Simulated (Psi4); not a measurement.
# A workflow on CH5AlOSi (SMILES [CH2]1O[SiH2][AlH]1)

Aim: a structure relaxation (singlet CH5AlOSi, wB97X-D/def2-SVPD), then a single-point energy (doublet CH5AlOSi+, U-wB97X-D/def2-SVPD), then a structure relaxation (doublet CH5AlOSi+, U-wB97X-D/def2-SVPD), then the energy (doublet CH5AlOSi−, U-wB97X-D/def2-SVPD), then a geometry optimisation (doublet CH5AlOSi−, U-wB97X-D/def2-SVPD) of CH5AlOSi. 

The results are computed with Psi4 1.11.

**1. Starting point**

The species is CH5AlOSi (9 atoms), meant as a singlet with charge 0. SMILES: `[CH2]1O[SiH2][AlH]1`. Geometry: relaxed at PBE0-D4/def2-TZVP. The run starts from this shape.

Bond lengths: C1–O2 1.447 Å, O2–Si3 1.676 Å, C1–Al4 2.001 Å, Si3–Al4 2.424 Å, C1–H5 1.096 Å, C1–H6 1.096 Å, Si3–H7 1.493 Å, Si3–H8 1.493 Å, Al4–H9 1.591 Å. Some angles: C1–O2–Si3 113.4°, O2–C1–Al4 97.8°, O2–Si3–Al4 77.1°, C1–Al4–Si3 71.7°, O2–C1–H5 109.2°, O2–C1–H6 109.2°, Al4–C1–H5 116.8°, Al4–C1–H6 116.7°, O2–Si3–H7 111.1°, O2–Si3–H8 111.0°.

**2. A geometry optimisation at wB97X-D/def2-SVPD (density fitting) (run 1)**

calc.in

```
memory 1.6 GB

molecule {
  C
  O 1 1.446629
  Si 2 1.676411 1 113.41768
  Al 1 2.000711 2 97.76027 3 -0.44899
  H 1 1.096441 2 109.20141 3 -122.36988
  H 1 1.09644 5 106.62457 2 117.90515
  H 3 1.493499 2 111.05901 1 -120.76771
  H 3 1.493299 7 105.78727 2 120.53511
  H 4 1.591172 1 135.95181 6 64.24003
  symmetry c1
}

set globals {
  basis     def2-SVPD
  reference rks
}

e_tot, wfn = optimize("wb97x-d", return_wfn=True)
print_variables()
```

Command:

```
$ psi4 -n 1 calc.in calc.out
```

calc.out:

```text
[...]
  Running in c1 symmetry.
[...]
  Nuclear repulsion =  199.222528288958785
[...]
  Multiplicity = 1
[...]
  Nalpha       = 23
  Nbeta        = 23
[...]
    Number of basis functions: 131
[...]
   @DF-RKS iter   1:  -647.75337528038540   -4.50991e-01   4.70282e-03 DIIS/ADIIS
[...]
   @DF-RKS iter   8:  -647.94307923067572   -1.43245e-11   4.41378e-09 DIIS
[...]
  @DF-RKS Final Energy:  -647.94307923067572
   => Energetics <=
    Nuclear Repulsion Energy =            198.1672300846731218
    One-Electron Energy =               -1290.5771294722089806
    Two-Electron Energy =                 484.0416839073429855
    DFT Exchange-Correlation Energy =     -39.5721788457633039
    Empirical Dispersion Energy =          -0.0026849047193879
    VV10 Nonlocal Energy =                  0.0000000000000000
    Total Energy =                       -647.9430792306757212
[...]
  -Total Gradient:
     Atom            X                  Y                   Z
    ------   -----------------  -----------------  -----------------
       1        0.000005783863    -0.000219424146    -0.000015702343
       2        0.000017892644     0.000000068865    -0.000039132953
       3        0.000039500061    -0.000108829018    -0.000000430362
       4       -0.000064254481    -0.000046233941     0.000020905612
       5        0.000002847101    -0.000081831735    -0.000018341028
       6       -0.000006061839    -0.000099263398    -0.000051082382
       7       -0.000018758186    -0.000076520388    -0.000044188155
       8        0.000004374614    -0.000055131392    -0.000022958880
       9        0.000018358659    -0.000069507346    -0.000034106807
[...]
```

Standard output:

```text
Optimizer: Optimization complete!
```

It took 56 s on 1 thread of AMD EPYC 9R45 (Zen 5), shared host; peak memory 1.1 GiB.

The path in brief:

| step | energy from the first frame kept (eV) | largest force (eV/Å) |
| --- | --- | --- |
| 0 | 0.0000 | 0.8378 |
| 1 | -0.0150 | 0.2826 |
| 2 | -0.0168 | 0.0601 |
| 3 | -0.0171 | 0.0293 |
| 4 | -0.0171 | 0.0125 |
| 5 | -0.0171 | 0.0113 |

After the run. Bond lengths: C1–O2 1.443 Å, O2–Si3 1.709 Å, C1–Al4 2.006 Å, Si3–Al4 2.427 Å, C1–H5 1.104 Å, C1–H6 1.104 Å, Si3–H7 1.495 Å, Si3–H8 1.495 Å, Al4–H9 1.587 Å. Some angles: C1–O2–Si3 113.4°, O2–C1–Al4 97.7°, O2–Si3–Al4 76.5°, C1–Al4–Si3 72.4°, O2–C1–H5 109.3°, O2–C1–H6 109.3°, Al4–C1–H5 116.9°, Al4–C1–H6 116.8°, O2–Si3–H7 110.6°, O2–Si3–H8 110.6°.

**3. The doublet cation: the energy at U-wB97X-D/def2-SVPD (density fitting) (run 2)**

job.inp

```
memory 1600 mb

molecule m {
  1 2
  C     -0.312941     1.028318    -0.664672
  O      0.615612    -0.012738    -1.033101
  Si     0.765377    -1.239010     0.148103
  Al    -0.851587     0.287653     1.120004
  H     -1.102324     1.101902    -1.432968
  H      0.209953     2.000652    -0.663555
  H      2.181730    -1.350696     0.614226
  H      0.406954    -2.571191    -0.428438
  H     -1.830760     0.707109     2.295791
  symmetry c1
}

set {
  basis def2-SVPD
  reference uks
}

result, w = energy('wb97x-d', return_wfn=True)
```

Command:

```
$ psi4 -n 1 job.inp job.out
```

job.out:

```text
[...]
  Running in c1 symmetry.
[...]
  Nuclear repulsion =  198.167241914168983
[...]
  Multiplicity = 2
[...]
  Nalpha       = 23
  Nbeta        = 22
[...]
    Number of basis functions: 131
[...]
   @DF-UKS iter   1:  -647.43448516856779   -1.71557e-01   4.41044e-03 DIIS/ADIIS
[...]
   @DF-UKS iter  17:  -647.60756360558389   -7.30123e-08   8.70912e-07 DIIS
[...]
   @S^2 Observed:                7.566794453E-01
[...]
  @DF-UKS Final Energy:  -647.60756360558389
   => Energetics <=
    Nuclear Repulsion Energy =            198.1672419141689829
    One-Electron Energy =               -1280.1082552594878052
    Two-Electron Energy =                 473.7573258218533852
    DFT Exchange-Correlation Energy =     -39.4211911774102433
    Empirical Dispersion Energy =          -0.0026849047080204
    VV10 Nonlocal Energy =                  0.0000000000000000
    Total Energy =                       -647.6075636055838913
[...]
 Multipole Moments:
 ------------------------------------------------------------------------------------
     Multipole            Electronic (a.u.)      Nuclear  (a.u.)        Total (a.u.)
 ------------------------------------------------------------------------------------
 L = 1.  Multiply by 2.5417464519 to convert [e a0] to [Debye]
 Dipole X            :         -1.1061390            0.4943996           -0.6117394
 Dipole Y            :         -0.3248804            0.2412425           -0.0836380
 Dipole Z            :          2.2654065           -1.1205765            1.1448300
 Magnitude           :                                                    1.3007137
[...]
```

Run time: 23 s. Hardware: 1 thread of AMD EPYC 9R45 (Zen 5), shared host; peak memory 1.1 GiB.

**4. The doublet cation: a geometry optimisation at U-wB97X-D/def2-SVPD (density fitting) (run 3)**

input.dat

```
memory 1600 MB

molecule system {
  1 2
  C
  O 1 1.442826
  Si 2 1.709215 1 113.4275
  Al 1 2.005939 2 97.67659 3 -0.06478
  H 1 1.104001 2 109.30213 3 -122.0844
  H 1 1.104017 5 106.29936 2 117.88697
  H 3 1.495259 2 110.61091 1 -121.12503
  H 3 1.495183 7 106.3033 2 120.10245
  H 4 1.586568 1 136.67297 5 -63.63951
  symmetry c1
}

set globals {
  basis def2-SVPD
  reference uks
  geom_maxiter 50
}

e, wfn = optimize('wb97x-d', return_wfn=True)
```

Command:

```
$ psi4 -n 1 input.dat output.dat
```

output.dat:

```text
[...]
  Running in c1 symmetry.
[...]
  Nuclear repulsion =  198.167268863868486
[...]
  Multiplicity = 2
[...]
  Nalpha       = 23
  Nbeta        = 22
[...]
    Number of basis functions: 131
[...]
   @DF-UKS iter   1:  -647.43448508802953   -1.71556e-01   4.41044e-03 DIIS/ADIIS
[...]
   @DF-UKS iter  10:  -647.63815945856436   -4.35421e-11   6.56764e-09 DIIS
[...]
   @S^2 Observed:                7.516066013E-01
[...]
  @DF-UKS Final Energy:  -647.63815945856436
   => Energetics <=
    Nuclear Repulsion Energy =            192.9583889150453047
    One-Electron Energy =               -1270.0232999119784836
    Two-Electron Energy =                 468.8550903238986507
    DFT Exchange-Correlation Energy =     -39.4257426490581366
    Empirical Dispersion Energy =          -0.0025961364716062
    VV10 Nonlocal Energy =                  0.0000000000000000
    Total Energy =                       -647.6381594585643597
[...]
  -Total Gradient:
     Atom            X                  Y                   Z
    ------   -----------------  -----------------  -----------------
       1        0.000054087025     0.000148818748    -0.000206166023
       2       -0.000144804967    -0.000061261591     0.000029600575
       3       -0.000046651738     0.000242290835    -0.000157840356
       4        0.000075094100     0.000083516882     0.000022778747
       5       -0.000035957754    -0.000038576001    -0.000135128793
       6       -0.000005588286    -0.000044892443    -0.000105847792
       7        0.000032386852     0.000118688817     0.000009162794
       8        0.000026409582     0.000037093310    -0.000112768660
       9       -0.000021889201    -0.000029099793    -0.000005800771
[...]
```

Standard output:

```text
Optimizer: Optimization complete!
```

Run time: 4.9 min. Hardware: 1 thread of AMD EPYC 9R45 (Zen 5), shared host; peak memory 1.2 GiB.

Step by step:

| step | energy from the first frame kept (eV) | largest force (eV/Å) |
| --- | --- | --- |
| 0 | 0.0000 | 3.5241 |
| 1 | -0.5802 | 1.7420 |
| 2 | -0.7839 | 0.6947 |
| 3 | -0.7963 | 0.2809 |
| 4 | -0.8004 | 0.1325 |
| 5 | -0.8033 | 0.1538 |
| 6 | -0.8271 | 0.3872 |
| 7 | -0.8309 | 0.1247 |
| 8 | -0.8170 | 0.3879 |
| 9 | -0.8305 | 0.1542 |
| 10 | -0.8186 | 0.3148 |
| 11 | -0.8269 | 0.1428 |
| 12 | -0.8324 | 0.0560 |
| 13 | -0.8325 | 0.0252 |
| 14 | -0.8326 | 0.0206 |
| 15 | -0.8326 | 0.0151 |

After the run. Bond lengths: C1–O2 1.438 Å, O2–Si3 1.647 Å, C1–Al4 1.984 Å, C1–H5 1.102 Å, C1–H6 1.102 Å, Si3–H7 1.478 Å, Si3–H8 1.477 Å, Al4–H9 1.563 Å. Some angles: C1–O2–Si3 121.0°, O2–C1–Al4 104.4°, O2–C1–H5 109.1°, O2–C1–H6 109.3°, Al4–C1–H5 113.2°, Al4–C1–H6 113.3°, O2–Si3–H7 116.0°, O2–Si3–H8 115.8°, C1–Al4–H9 158.9°, H5–C1–H6 107.4°.

**5. The doublet anion: the energy at U-wB97X-D/def2-SVPD (density fitting) (run 4)**

job.in

```
memory 1600 MB

molecule m {
  -1 2
  C     -0.312941     1.028318    -0.664672
  O      0.615612    -0.012738    -1.033101
  Si     0.765377    -1.239010     0.148103
  Al    -0.851587     0.287653     1.120004
  H     -1.102324     1.101902    -1.432968
  H      0.209953     2.000652    -0.663555
  H      2.181730    -1.350696     0.614226
  H      0.406954    -2.571191    -0.428438
  H     -1.830760     0.707109     2.295791
  units angstrom
  symmetry c1
}

set {
  basis     def2-SVPD
  reference uks
}

energy_value, wavefunction = energy("wb97x-d", return_wfn=True)
print_variables()
```

Command:

```
$ psi4 -n 1 job.in job.out
```

job.out:

```text
[...]
  Running in c1 symmetry.
[...]
  Nuclear repulsion =  198.167241914168983
[...]
  Multiplicity = 2
[...]
  Nalpha       = 24
  Nbeta        = 23
[...]
    Number of basis functions: 131
[...]
   @DF-UKS iter   1:  -647.71696698244011   -4.54039e-01   4.99603e-03 ADIIS/DIIS
[...]
   @DF-UKS iter   9:  -647.95422910860964   -8.76806e-07   9.14201e-07 DIIS
[...]
   @S^2 Observed:                7.552668627E-01
[...]
  @DF-UKS Final Energy:  -647.95422910860964
   => Energetics <=
    Nuclear Repulsion Energy =            198.1672419141689829
    One-Electron Energy =               -1299.2598046768712265
    Two-Electron Energy =                 492.7957291778890294
    DFT Exchange-Correlation Energy =     -39.6547106190883056
    Empirical Dispersion Energy =          -0.0026849047080204
    VV10 Nonlocal Energy =                  0.0000000000000000
    Total Energy =                       -647.9542291086096384
[...]
 Multipole Moments:
 ------------------------------------------------------------------------------------
     Multipole            Electronic (a.u.)      Nuclear  (a.u.)        Total (a.u.)
 ------------------------------------------------------------------------------------
 L = 1.  Multiply by 2.5417464519 to convert [e a0] to [Debye]
 Dipole X            :          0.0350128            0.4943996            0.5294124
 Dipole Y            :         -0.3114893            0.2412425           -0.0702469
 Dipole Z            :          0.2967834           -1.1205765           -0.8237931
 Magnitude           :                                                    0.9817572
[...]
```

It took 14 s on 1 thread of AMD EPYC 9R45 (Zen 5), shared host; peak memory 1.1 GiB.

**6. The doublet anion: a structure relaxation at U-wB97X-D/def2-SVPD (density fitting) (run 5)**

input.in

```
memory 1600 mb

molecule mol {
  -1 2
  C     -0.312941     1.028318    -0.664672
  O      0.615612    -0.012738    -1.033101
  Si     0.765377    -1.239010     0.148103
  Al    -0.851587     0.287653     1.120004
  H     -1.102324     1.101902    -1.432968
  H      0.209953     2.000652    -0.663555
  H      2.181730    -1.350696     0.614226
  H      0.406954    -2.571191    -0.428438
  H     -1.830760     0.707109     2.295791
  symmetry c1
}

set {
  basis        def2-SVPD
  reference    uks
  geom_maxiter 50
}

optimize('wb97x-d')
print_variables()
```

Command:

```
$ psi4 -i input.in -o input.out -n 1
```

input.out:

```text
[...]
  Running in c1 symmetry.
[...]
  Nuclear repulsion =  198.167241914168983
[...]
  Multiplicity = 2
[...]
  Nalpha       = 24
  Nbeta        = 23
[...]
    Number of basis functions: 131
[...]
   @DF-UKS iter   1:  -647.71696698244011   -4.54039e-01   4.99603e-03 ADIIS/DIIS
[...]
   @DF-UKS iter   9:  -647.97240036791618   -7.84439e-12   2.35715e-09 DIIS
[...]
   @S^2 Observed:                7.520556238E-01
[...]
  @DF-UKS Final Energy:  -647.97240036791618
   => Energetics <=
    Nuclear Repulsion Energy =            195.3245637706064315
    One-Electron Energy =               -1293.5100932428160831
    Two-Electron Energy =                 489.8482012517054613
    DFT Exchange-Correlation Energy =     -39.6322448937235663
    Empirical Dispersion Energy =          -0.0028272536883448
    VV10 Nonlocal Energy =                  0.0000000000000000
    Total Energy =                       -647.9724003679161797
[...]
  -Total Gradient:
     Atom            X                  Y                   Z
    ------   -----------------  -----------------  -----------------
       1       -0.000031798908    -0.000003003775     0.000068602578
       2       -0.000026209807    -0.000002896381     0.000046355639
       3       -0.000043282112     0.000011641523     0.000104357583
       4       -0.000047682496     0.000057264005     0.000025163787
       5       -0.000047522255    -0.000039536527     0.000050360783
       6       -0.000050116977    -0.000036039628    -0.000001633841
       7       -0.000024296453     0.000020186307     0.000082253960
       8       -0.000007632767    -0.000009950636     0.000122710927
       9       -0.000013843202     0.000039013728     0.000064348577
[...]
```

Standard output:

```text
Optimizer: Optimization complete!
```

It took 5.5 min on 1 thread of AMD EPYC 9R45 (Zen 5), shared host; peak memory 1.2 GiB.

Steps, from the record of the run:

| step | energy from the first frame kept (eV) | largest force (eV/Å) |
| --- | --- | --- |
| 0 | 0.0000 | 1.5262 |
| 1 | -0.0979 | 0.4054 |
| 2 | -0.1070 | 0.0689 |
| 3 | -0.1089 | 0.1217 |
| 4 | 0.6113 | 3.1515 |
| 5 | 0.1664 | 1.8728 |
| 6 | -0.1149 | 0.6915 |
| 7 | -0.2421 | 1.0330 |
| 8 | -0.3445 | 0.8299 |
| 9 | -0.4413 | 0.1927 |
| 10 | -0.4621 | 0.3343 |
| 11 | -0.4722 | 0.3589 |
| 12 | -0.4875 | 0.1608 |
| 13 | -0.4905 | 0.0945 |
| 14 | -0.4928 | 0.0748 |
| 15 | -0.4939 | 0.0597 |
| 16 | -0.4944 | 0.0161 |
| 17 | -0.4944 | 0.0078 |
| 18 | -0.4945 | 0.0063 |

After the run. Bond lengths: C1–O2 1.448 Å, O2–Si3 1.722 Å, C1–Al4 2.076 Å, Si3–Al4 2.484 Å, C1–H5 1.109 Å, C1–H6 1.106 Å, Si3–H7 1.520 Å, Si3–H8 1.523 Å, Al4–H9 1.635 Å. Some angles: C1–O2–Si3 109.1°, O2–C1–Al4 102.2°, O2–Si3–Al4 80.2°, C1–Al4–Si3 68.5°, O2–C1–H5 108.7°, O2–C1–H6 108.2°, Al4–C1–H5 114.3°, Al4–C1–H6 116.8°, O2–Si3–H7 107.1°, O2–Si3–H8 107.5°.

**7. Results**

| quantity | value |
| --- | --- |
| run 1, wB97X-D/def2-SVPD: total energy at the end | -647.94308 Eh |
| run 1, wB97X-D/def2-SVPD: dipole moment | 2.18 D |
| run 1, wB97X-D/def2-SVPD: HOMO energy | -8.85 eV |
| run 1, wB97X-D/def2-SVPD: LUMO energy | -0.31 eV |
| run 1, wB97X-D/def2-SVPD: HOMO–LUMO gap | 8.53 eV |
| run 1, wB97X-D/def2-SVPD: dispersion energy | -7.05 kJ/mol |
| doublet cation, run 2: total energy | -647.60756 Eh |
| doublet cation, run 2: HOMO energy (highest over α and β) | -14.61 eV |
| doublet cation, run 2: LUMO energy (lowest over α and β) | -9.41 eV |
| doublet cation, run 2: dispersion energy | -7.05 kJ/mol |
| doublet cation, run 2: ⟨S²⟩ | 0.757 |
| doublet cation, run 3: total energy at the end | -647.63816 Eh |
| doublet cation, run 3: HOMO energy (highest over α and β) | -13.99 eV |
| doublet cation, run 3: LUMO energy (lowest over α and β) | -7.62 eV |
| doublet cation, run 3: dispersion energy | -6.82 kJ/mol |
| doublet cation, run 3: ⟨S²⟩ | 0.752 |
| doublet anion, run 4: total energy | -647.95423 Eh |
| doublet anion, run 4: HOMO energy (highest over α and β) | -0.24 eV |
| doublet anion, run 4: LUMO energy (lowest over α and β) | 4.88 eV |
| doublet anion, run 4: dispersion energy | -7.05 kJ/mol |
| doublet anion, run 4: ⟨S²⟩ | 0.755 |
| doublet anion, run 5: total energy at the end | -647.97240 Eh |
| doublet anion, run 5: HOMO energy (highest over α and β) | -1.51 eV |
| doublet anion, run 5: LUMO energy (lowest over α and β) | 3.99 eV |
| doublet anion, run 5: dispersion energy | -7.42 kJ/mol |
| doublet anion, run 5: ⟨S²⟩ | 0.752 |
| adiabatic electron affinity (to the doublet anion, no zero-point term) | 0.798 eV |
| adiabatic ionisation energy (to the doublet cation, no zero-point term) | 8.297 eV |

The adiabatic electron affinity (to the doublet anion, no zero-point term) is 0.80 eV (77.0 kJ/mol). The adiabatic ionisation energy (to the doublet cation, no zero-point term) is 8.30 eV (801 kJ/mol). The optimisation (run 1, wB97X-D/def2-SVPD) took 6 steps and changed the energy by -0.017 eV. The optimisation (doublet cation, run 3) took 16 steps and changed the energy by -0.833 eV. The optimisation (doublet anion, run 5) took 19 steps and changed the energy by -0.494 eV.
